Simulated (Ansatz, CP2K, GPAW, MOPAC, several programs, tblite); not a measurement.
## Many methods on one cell: NaScSe2 (ordering on rocksalt)

NaScSe2 as one 4-atom ordering (P4/mmm) on the rocksalt lattice, relaxed with r2SCAN in Ansatz, was computed with several methods. The symmetry is P4/mmm (No. 123, tetragonal); conventional cell a = 4.005 Å, c = 5.428 Å, 21.76 Å³ an atom. Na has 6 Se at 2.71–2.83 Å; Se has 2 Na at 2.71 Å and 4 Sc at 2.83 Å; Sc has 6 Se at 2.71–2.83 Å; Se has 2 Sc at 2.71 Å and 4 Na at 2.83 Å. Computed, not measured; no magnetism was allowed, and whether the structure is a known phase isn't checked.

```cif
data_structure
_symmetry_space_group_name_H-M 'P4/mmm'
_symmetry_Int_Tables_number 123
_cell_length_a 4.0046
_cell_length_b 4.0046
_cell_length_c 5.4276
_cell_angle_alpha 90.000
_cell_angle_beta 90.000
_cell_angle_gamma 90.000
_cell_volume 87.04
loop_
_atom_site_label
_atom_site_type_symbol
_atom_site_symmetry_multiplicity
_atom_site_Wyckoff_symbol
_atom_site_fract_x
_atom_site_fract_y
_atom_site_fract_z
_atom_site_occupancy
Na1 Na 1 a 0.00000 0.00000 0.00000 1
Se1 Se 1 b 0.00000 0.00000 0.50000 1
Sc1 Sc 1 d 0.50000 0.50000 0.50000 1
Se2 Se 1 c 0.50000 0.50000 0.00000 1
```

Gaps and times are for a single point on this cell; volume and bulk modulus come from each method's own relaxation or energy curve at fixed shape, which is too stiff where a cell has free coordinates or axes. Times are rough, from shared hosts (Arm Neoverse V2), and each method has its own mesh and cell size. A double dagger marks a value from a curve with shape and coordinates held. PM7 (MOPAC): levels, charges or heat of formation failed a check of plausibility, so no values are given. PM6 (MOPAC), PM7 (MOPAC), GFN1-xTB (tblite), GFN2-xTB (tblite) treat a cluster of cells at its zone centre, which samples few k points: where these miss a band edge, the gap comes out too large for that reason alone. Gaps from k meshes are read at a limited set of points (mesh, symmetry points, PBE's band edges), so each method's own least gap may be somewhat smaller. xTB and the PM methods were fitted mostly to molecules, and can miss a solid's gap by electronvolts. Minimal bases can be far off for gaps. d marks a direct gap, i an indirect one (no mark: not told apart), a dash a value that wasn't computed or didn't pass its checks.

```tsv
method	kind	gap (eV)	own volume (Å³/atom)	bulk modulus (GPa)	atoms computed	processor time
light PBE (260 eV and a coarse mesh)	light plane-wave	0.01	–	–	4	1.2 s
PBE	semilocal	overlap 0.05	22.12	58‡	4	6.5 s
GFN2-xTB (tblite)	tight binding	2.13	21.97‡	55‡	72	6.8 s
GFN1-xTB (tblite)	tight binding	0	20.47‡	43‡	72	8.8 s
PBE/SZV (CP2K)	small basis	overlap 0.11	–	–	4	11 s
r2SCAN	semilocal	0.18 d	21.76	64‡	4	15 s
PM7 (MOPAC)	semi-empirical	–	–	–	72	15 s
PBE/DZVP (CP2K)	small basis	overlap 0.06	–	–	4	23 s
PM6 (MOPAC)	semi-empirical	2.67	–	–	72	30 s
PBE/single zeta (GPAW)	small basis	0.05 d	–	–	4	49 s
```

Against r2SCAN (0.18 eV) and with closed or daggered gaps left aside, the nearest gap at the points sampled is that of PBE/single zeta (GPAW) (-0.13 eV) and the farthest that of PM6 (MOPAC) (+2.49 eV). r2SCAN is only a yardstick of convenience: semilocal gaps usually lie below measured ones, which GLLB-SC and hybrids aim to mend.

Volumes against r2SCAN's: PBE +1.7 %.

With PBE the bands overlap or touch, or nearly. Semilocal functionals can close a real gap, so this doesn't show a metal; small gaps of other methods may in turn close between the points read or with spin-orbit coupling, and the solid may be a semimetal.

The runs are scalar-relativistic, without spin-orbit coupling.
